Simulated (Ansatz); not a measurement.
Born–Oppenheimer molecular dynamics of a periodic cell of 16 atoms, WC (start crystal WC, start structure P-6m2, volume 1.1 times the crystal's). It goes on from the last frame of an earlier run, with new velocities.

The calculation used Ansatz, DFT LDA, scalar-relativistic, plane waves, PAW. Settings: PAW set soft_1, cutoff 420 eV, k mesh 2x2x2, fermi-dirac smearing 0.36 eV, no spin polarisation.

| Quantity | Value |
| --- | --- |
| ensemble | NPT, Langevin |
| time step | 1.12 fs |
| steps asked | 220 |
| set temperature | 2940 K |
| friction | 0.01 /fs |
| pressure | 5 GPa |
| seed | 525830 |

Frames 5.6 fs apart, positions in Å.

Velocities at 44.8 fs (Å/ps):

```
W 3.84 -4.53 6.12
C -2.22 4.31 -3.21
W -1.80 -2.92 3.47
C 0.80 -1.00 -10.45
W -5.69 5.17 -1.83
C -22.86 -1.50 -0.21
W -3.55 0.15 -8.75
C 20.89 -6.96 -32.91
W 2.04 5.82 -5.24
C -20.13 17.65 -10.69
W -0.70 5.74 7.36
C 33.74 14.93 -27.41
W -2.61 -0.14 -2.40
C 6.03 -35.72 -0.83
W -1.58 -0.04 0.34
C 46.05 4.98 -4.54
```

```xyz
16
Lattice="-2.9049 -5.0314 0.0000 4.3200 -2.4942 0.0000 0.0000 0.0000 5.6984" Properties=species:S:1:pos:R:3 time_fs=44.8 energy_less_start_eV=-4.967 T=4525
W 0.022 -5.297 0.434
C 1.183 -4.306 1.732
W -0.077 -5.157 3.180
C 1.133 -4.228 4.379
W -1.600 -2.588 0.250
C -0.369 -1.920 1.706
W -1.529 -2.671 3.087
C -0.096 -1.999 4.600
W 1.335 -2.513 0.197
C 2.819 -1.784 1.822
W 1.465 -2.618 3.080
C 2.852 -1.932 4.330
W -0.089 -0.189 0.121
C -1.342 -4.500 1.518
W -0.112 -0.043 2.864
C -1.422 -4.163 4.524
16
Lattice="-2.8980 -5.0194 0.0000 4.3015 -2.4835 0.0000 0.0000 0.0000 5.6841" Properties=species:S:1:pos:R:3 time_fs=50.4 energy_less_start_eV=-2.781 T=3741
W 0.038 -5.304 0.460
C 1.227 -4.271 1.691
W -0.090 -5.155 3.190
C 1.220 -4.224 4.332
W -1.619 -2.558 0.240
C -0.450 -1.876 1.695
W -1.543 -2.661 3.031
C 0.034 -1.998 4.401
W 1.337 -2.472 0.174
C 2.719 -1.711 1.712
W 1.449 -2.570 3.111
C 3.025 -1.830 4.226
W -0.103 -0.189 0.108
C -1.364 -4.642 1.540
W -0.117 -0.047 2.870
C -1.176 -4.154 4.489
16
Lattice="-2.9001 -5.0231 0.0000 4.2890 -2.4762 0.0000 0.0000 0.0000 5.6870" Properties=species:S:1:pos:R:3 time_fs=56.0 energy_less_start_eV=-2.160 T=3547
W 0.053 -5.317 0.475
C 1.331 -4.197 1.645
W -0.106 -5.166 3.199
C 1.397 -4.258 4.375
W -1.634 -2.546 0.230
C -0.391 -1.759 1.630
W -1.562 -2.665 2.993
C 0.135 -1.909 4.248
W 1.343 -2.433 0.153
C 2.658 -1.684 1.605
W 1.423 -2.530 3.144
C 3.134 -1.721 4.278
W -0.111 -0.184 0.094
C -1.492 -4.691 1.614
W -0.118 -0.062 2.893
C -1.066 -4.179 4.501
16
Lattice="-2.9073 -5.0355 0.0000 4.2814 -2.4719 0.0000 0.0000 0.0000 5.7022" Properties=species:S:1:pos:R:3 time_fs=61.6 energy_less_start_eV=-2.666 T=3938
W 0.064 -5.324 0.473
C 1.428 -4.078 1.623
W -0.125 -5.176 3.210
C 1.572 -4.320 4.433
W -1.649 -2.549 0.215
C -0.240 -1.611 1.537
W -1.573 -2.681 2.960
C 0.106 -1.718 4.214
W 1.363 -2.412 0.132
C 2.611 -1.817 1.536
W 1.401 -2.493 3.178
C 3.123 -1.612 4.457
W -0.108 -0.169 0.085
C -1.646 -4.654 1.676
W -0.109 -0.080 2.928
C -1.073 -4.199 4.585
16
Lattice="-2.9099 -5.0401 0.0000 4.2772 -2.4694 0.0000 0.0000 0.0000 5.7236" Properties=species:S:1:pos:R:3 time_fs=67.2 energy_less_start_eV=-1.617 T=3561
W 0.077 -5.308 0.450
C 1.478 -3.969 1.607
W -0.132 -5.178 3.213
C 1.697 -4.338 4.462
W -1.654 -2.561 0.196
C -0.084 -1.510 1.456
W -1.565 -2.691 2.929
C -0.020 -1.513 4.296
W 1.391 -2.405 0.112
C 2.631 -1.980 1.563
W 1.388 -2.461 3.205
C 3.009 -1.489 4.650
W -0.102 -0.154 0.086
C -1.723 -4.543 1.697
W -0.101 -0.102 2.969
C -1.153 -4.159 4.700
16
Lattice="-2.9144 -5.0478 0.0000 4.2759 -2.4687 0.0000 0.0000 0.0000 5.7491" Properties=species:S:1:pos:R:3 time_fs=72.8 energy_less_start_eV=-0.979 T=3098
W 0.086 -5.279 0.421
C 1.465 -3.928 1.614
W -0.132 -5.181 3.208
C 1.714 -4.267 4.441
W -1.646 -2.587 0.184
C 0.053 -1.531 1.476
W -1.549 -2.704 2.896
C -0.152 -1.381 4.429
W 1.418 -2.405 0.096
C 2.713 -2.054 1.633
W 1.380 -2.427 3.223
C 2.861 -1.476 4.784
W -0.089 -0.140 0.089
C -1.694 -4.386 1.713
W -0.100 -0.131 3.018
C -1.270 -4.130 4.826
16
Lattice="-2.9238 -5.0642 0.0000 4.2799 -2.4710 0.0000 0.0000 0.0000 5.7778" Properties=species:S:1:pos:R:3 time_fs=78.4 energy_less_start_eV=-2.548 T=3478
W 0.095 -5.246 0.387
C 1.449 -3.965 1.641
W -0.124 -5.191 3.205
C 1.634 -4.163 4.420
W -1.634 -2.623 0.183
C 0.142 -1.651 1.522
W -1.534 -2.719 2.876
C -0.222 -1.446 4.543
W 1.440 -2.420 0.090
C 2.816 -2.027 1.716
W 1.374 -2.399 3.234
C 2.724 -1.591 4.767
W -0.080 -0.122 0.106
C -1.598 -4.277 1.733
W -0.098 -0.157 3.075
C -1.355 -4.162 4.857
16
Lattice="-2.9358 -5.0850 0.0000 4.2885 -2.4760 0.0000 0.0000 0.0000 5.8125" Properties=species:S:1:pos:R:3 time_fs=84.0 energy_less_start_eV=-4.882 T=4568
W 0.096 -5.220 0.338
C 1.415 -4.068 1.680
W -0.115 -5.201 3.211
C 1.451 -4.083 4.426
W -1.626 -2.648 0.182
C 0.165 -1.783 1.601
W -1.517 -2.743 2.867
C -0.202 -1.649 4.623
W 1.465 -2.452 0.096
C 2.913 -1.919 1.805
W 1.372 -2.377 3.239
C 2.680 -1.696 4.658
W -0.074 -0.103 0.130
C -1.467 -4.286 1.706
W -0.096 -0.178 3.126
C -1.424 -4.281 4.790
16
Lattice="-2.9459 -5.1024 0.0000 4.2990 -2.4821 0.0000 0.0000 0.0000 5.8487" Properties=species:S:1:pos:R:3 time_fs=89.6 energy_less_start_eV=-6.014 T=4818
W 0.090 -5.195 0.277
C 1.367 -4.212 1.705
W -0.096 -5.202 3.220
C 1.236 -4.054 4.466
W -1.616 -2.669 0.178
C 0.088 -1.857 1.686
W -1.489 -2.761 2.873
C -0.141 -1.908 4.668
W 1.490 -2.483 0.104
C 2.999 -1.750 1.854
W 1.372 -2.361 3.231
C 2.792 -1.714 4.520
W -0.065 -0.089 0.160
C -1.353 -4.364 1.632
W -0.084 -0.194 3.173
C -1.560 -4.402 4.657
16
Lattice="-2.9474 -5.1051 0.0000 4.3112 -2.4891 0.0000 0.0000 0.0000 5.8752" Properties=species:S:1:pos:R:3 time_fs=95.2 energy_less_start_eV=-4.189 T=4020
W 0.081 -5.157 0.221
C 1.376 -4.390 1.728
W -0.073 -5.190 3.220
C 1.050 -4.065 4.529
W -1.597 -2.678 0.175
C -0.019 -1.849 1.730
W -1.455 -2.757 2.879
C -0.094 -2.115 4.693
W 1.508 -2.515 0.120
C 3.062 -1.582 1.842
W 1.366 -2.349 3.205
C 2.932 -1.722 4.422
W -0.060 -0.086 0.185
C -1.263 -4.460 1.542
W -0.066 -0.205 3.210
C -1.675 -4.482 4.484
16
Lattice="-2.9459 -5.1024 0.0000 4.3301 -2.5000 0.0000 0.0000 0.0000 5.8874" Properties=species:S:1:pos:R:3 time_fs=100.8 energy_less_start_eV=-1.839 T=2828
W 0.069 -5.112 0.171
C 1.414 -4.519 1.756
W -0.036 -5.179 3.212
C 0.978 -4.081 4.605
W -1.572 -2.677 0.171
C -0.075 -1.816 1.730
W -1.419 -2.756 2.894
C -0.072 -2.230 4.687
W 1.522 -2.553 0.138
C 3.115 -1.468 1.751
W 1.363 -2.355 3.163
C 3.027 -1.727 4.417
W -0.049 -0.084 0.210
C -1.231 -4.481 1.433
W -0.045 -0.210 3.239
C -1.746 -4.531 4.362
16
Lattice="-2.9439 -5.0991 0.0000 4.3511 -2.5121 0.0000 0.0000 0.0000 5.8923" Properties=species:S:1:pos:R:3 time_fs=106.4 energy_less_start_eV=-2.672 T=2838
W 0.059 -5.076 0.124
C 1.451 -4.559 1.724
W 0.010 -5.170 3.192
C 1.053 -4.108 4.649
W -1.555 -2.681 0.169
C -0.078 -1.765 1.674
W -1.388 -2.762 2.910
C -0.094 -2.237 4.627
W 1.535 -2.590 0.162
C 3.127 -1.478 1.651
W 1.362 -2.371 3.112
C 3.069 -1.734 4.486
W -0.034 -0.088 0.237
C -1.307 -4.422 1.402
W -0.022 -0.217 3.255
C -1.709 -4.534 4.324
```

Of the whole run (246 fs, mean temperature of the second half 3443 K): The conserved energy stayed within 1.2 meV per atom of its start (net change -0.42 meV per atom), so the integration is sound. The mean temperature of the second half is 17 % above the set value. A run of 0.25 ps of so small a system gives no equilibrium averages. Limits of this set-up: coarse k mesh, PAW files made for another functional. The cell's volume went from 181 to 168 Å³.

The run took 22 min on 1 thread of Arm Neoverse V1, with other jobs on the host, peak memory 0.56 GiB.
